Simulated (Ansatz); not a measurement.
**C2H2Se: single points off equilibrium**

An exercise on one series of results from a longer session: the logs are not shown, and one member is left open.

Computed with Ansatz 0.2.0, Gaussian basis. Level: single points in def2-TZVPP.

Cores are frozen in the correlated methods. Filled d shells of the heavier atoms are correlated. B3LYP uses VWN-RPA correlation.

## The starting structure

SMILES `C=C=[Se]`, 5 atoms, charge 0, spin multiplicity 1.

Atoms are counted from 1 here; the program's logs count them from 0.

Bond lengths: C1–C2 1.322 Å, C1–H4 1.100 Å, C1–H5 1.131 Å, C2–Se3 1.693 Å. Angles: C2–C1–H4 125.8°, C2–C1–H5 118.2°, H4–C1–H5 115.8°, C1–C2–Se3 177.3°.

Coordinates:

```mol
C2H2Se
  3D, bonds by distance, orders not assigned

  5  4  0  0  0  0  0  0  0  0999 V2000
    0.4406   -0.4042   -0.1767 C   0  0
   -0.4792    0.4576    0.2209 C   0  0
   -1.6471    1.6009    0.6632 Se  0  0
    1.3408   -0.1618   -0.7610 H   0  0
    0.3456   -1.4805    0.1574 H   0  0
  1  2  8  0
  1  4  8  0
  1  5  8  0
  2  3  8  0
M  END
```

Set-up of the first run:

Contents of run/in.yaml:

```yaml
crystal:
  periodic: [false, false, false]
  atoms:
    - {symbol: C, position_ang: [0.440600, -0.404200, -0.176700]}
    - {symbol: C, position_ang: [-0.479200, 0.457600, 0.220900]}
    - {symbol: Se, position_ang: [-1.647100, 1.600900, 0.663200]}
    - {symbol: H, position_ang: [1.340800, -0.161800, -0.761000]}
    - {symbol: H, position_ang: [0.345600, -1.480500, 0.157400]}
basis:
  gaussian: {orbitals: def2-TZVPP}
correlation: {method: ccsd_t}
output: {forces: true}
```

The command line of these runs was not kept.

Steps of the session up to this table: CCSD(T)/def2-TZVPP; PBE0-D4/def2-TZVPP; wB97M-V/def2-TZVPP; r2SCAN-D4/def2-TZVPP; PBE-D4/def2-TZVPP; wB97X-V/def2-TZVPP; B3LYP-D4/def2-TZVPP.

One of the session's tables, all rows but one given; the rest of the session is left out.

| method | RMS force component (eV/Å) | angle to CCSD(T) forces (°) | dipole (D) |
| --- | --- | --- | --- |
| CCSD(T) | 0.637 | reference | 0.90 |
| PBE0-D4 | 0.628 | 28.4 | 1.03 |
| wB97M-V | 0.668 | 27.2 | 1.08 |
| r2SCAN-D4 | 0.608 | 24.5 | 1.02 |
| PBE-D4 | ? | ? | ? |
| wB97X-V | 0.627 | 25.9 | 1.16 |
| B3LYP-D4 | 0.669 | 25.1 | 0.97 |

Estimate the missing values for PBE-D4.

The run gave: RMS force component (eV/Å): 0.563; angle to CCSD(T) forces (°): 19.6; dipole (D): 0.87. In the column «RMS force component (eV/Å)» it is the lowest.
